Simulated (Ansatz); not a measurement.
# C₄H₁₂AuOP: ionisation energy by level of theory

How much energy removes an electron from C₄H₁₂AuOP at fixed geometry? The cation is run at each level and the neutral's energy taken from earlier runs.

The runs use Ansatz 0.2.0, Gaussian basis; unrestricted cation, the program's frozen cores in correlated methods.

Plan: UKS PBE-D4/def2-TZVPP; UKS r2SCAN-D4/def2-TZVPP; UKS PBE0-D4/def2-TZVPP; UKS B3LYP-D4/def2-TZVPP; UKS wB97X-V/def2-TZVPP; UKS wB97M-V/def2-TZVPP; UKS B2PLYP/def2-TZVPP; UHF-CCSD(T)/def2-TZVPP; UHF-MP2/def2-QZVPP; extrapolation to the limit; then −ε(HOMO) from the neutral's earlier runs with LDA (SPW92), PBE-D4, revPBE-D4, BLYP-D4, r2SCAN-D4, B97M-V, PBE0-D4, B3LYP-D4, r2SCANh-D4, r2SCAN0-D4, HSE06-D4, BHLYP-D4, CAM-B3LYP-D4, LC-ωPBE, ωB97X-V, ωB97M-V.

## Step 1: The geometry

The geometry comes from an earlier relaxation with PBE0-D4 in a triple-zeta def2 set; it is a stationary point, not always the lowest conformer. Au takes the def2 core potential; no spin-orbit term is included.

SMILES `C[O][Au-][P+](C)(C)C`, 19 atoms, charge 0, spin multiplicity 1.

Atoms are counted from 1 here; the program's logs count them from 0.

Bond lengths: C1–O2 1.392 Å, C1–H8 1.102 Å, C1–H9 1.102 Å, C1–H10 1.099 Å, O2–Au3 1.975 Å, Au3–P4 2.215 Å, P4–C5 1.816 Å, P4–C6 1.816 Å, P4–C7 1.816 Å, C5–H11 1.091 Å, C5–H12 1.093 Å, C5–H13 1.091 Å, C6–H14 1.093 Å, C6–H15 1.091 Å, C6–H16 1.091 Å, C7–H17 1.091 Å, C7–H18 1.091 Å, C7–H19 1.093 Å. Angles: O2–C1–H8 113.4°, O2–C1–H9 113.4°, O2–C1–H10 108.8°, H8–C1–H9 107.0°, H8–C1–H10 106.9°, H9–C1–H10 106.9°, C1–O2–Au3 121.1°, O2–Au3–P4 177.1°, Au3–P4–C5 114.9°, Au3–P4–C6 114.9°, Au3–P4–C7 115.1°, C5–P4–C6 103.5°, C5–P4–C7 103.4°, C6–P4–C7 103.5°, P4–C5–H11 109.3°, P4–C5–H12 111.2°, P4–C5–H13 109.3°, H11–C5–H12 109.5° and more.

## Step 2: Cation, UKS PBE-D4/def2-TZVPP

File in.yaml:

```yaml
crystal:
  periodic: [false, false, false]
  atoms:
    - {symbol: C, position_ang: [3.906965, -0.695858, 1.286883]}
    - {symbol: O, position_ang: [2.701563, -1.383503, 1.392132]}
    - {symbol: Au, position_ang: [1.040433, -0.658552, 0.606822]}
    - {symbol: P, position_ang: [-0.875898, 0.064160, -0.236178]}
    - {symbol: C, position_ang: [-0.830411, 0.458720, -2.008441]}
    - {symbol: C, position_ang: [-2.262189, -1.100963, -0.095766]}
    - {symbol: C, position_ang: [-1.522486, 1.585539, 0.516517]}
    - {symbol: H, position_ang: [4.236733, -0.546860, 0.246003]}
    - {symbol: H, position_ang: [3.887727, 0.297119, 1.764371]}
    - {symbol: H, position_ang: [4.692208, -1.277417, 1.790636]}
    - {symbol: H, position_ang: [-0.544936, -0.432529, -2.568907]}
    - {symbol: H, position_ang: [-1.802534, 0.813522, -2.359132]}
    - {symbol: H, position_ang: [-0.077746, 1.227696, -2.188078]}
    - {symbol: H, position_ang: [-3.173534, -0.683703, -0.530712]}
    - {symbol: H, position_ang: [-2.007194, -2.029104, -0.609095]}
    - {symbol: H, position_ang: [-2.435246, -1.331545, 0.956323]}
    - {symbol: H, position_ang: [-0.788728, 2.384710, 0.402401]}
    - {symbol: H, position_ang: [-1.680957, 1.420854, 1.583165]}
    - {symbol: H, position_ang: [-2.463740, 1.887713, 0.051049]}
basis:
  gaussian: {orbitals: def2-TZVPP}
total_charge: 1
magnetization: {spin_polarized: true, initial_magnetization: 1}
hamiltonian: {xc: pbe, dispersion: d4}
```

On the command line:

```console
ansatz run in.yaml --threads 4 --pin off --events-out ev --progress --plain --max-ram 66560MiB --backend cuda --devices 0, --max-vram 37GiB
```

The runs that follow: Cation, UKS r2SCAN-D4/def2-TZVPP; Cation, UKS PBE0-D4/def2-TZVPP; Cation, UKS B3LYP-D4/def2-TZVPP; Cation, UKS wB97X-V/def2-TZVPP; Cation, UKS wB97M-V/def2-TZVPP; Cation, UKS B2PLYP (frozen core)/def2-TZVPP; Cation, UHF-CCSD(T)/def2-TZVPP; Cation, UHF-MP2/def2-QZVPP.

Q: Predict the results of all the runs planned. Wanted: ionisation energy, CCSD(T)/CBS; nearest functional by difference; nearest −ε(HOMO); −ε(HOMO) of PBE; T1 of the cation.

**Answer**, as computed:

```
                        quantity               value
  ionisation energy, CCSD(T)/CBS             7.92 eV
nearest functional by difference   B2PLYP (-0.24 eV)
                nearest −ε(HOMO)  ωB97M-V (+0.12 eV)
                 −ε(HOMO) of PBE             4.37 eV
                T1 of the cation               0.020
```

By cation minus neutral, the functionals miss by 0.48 eV at most. The PBE orbital energy is 3.5 eV too small: a semilocal HOMO is no ionisation energy. Among orbital estimates ωB97M-V comes nearest. Hartree-Fock falls 1.88 eV short, as the neutral has more correlation energy than the cation. The cation may have settled in a state other than its lowest; no search over hole states beyond the program's own was made. Correlated methods include outer-core shells of Au, which these sets cover unevenly.
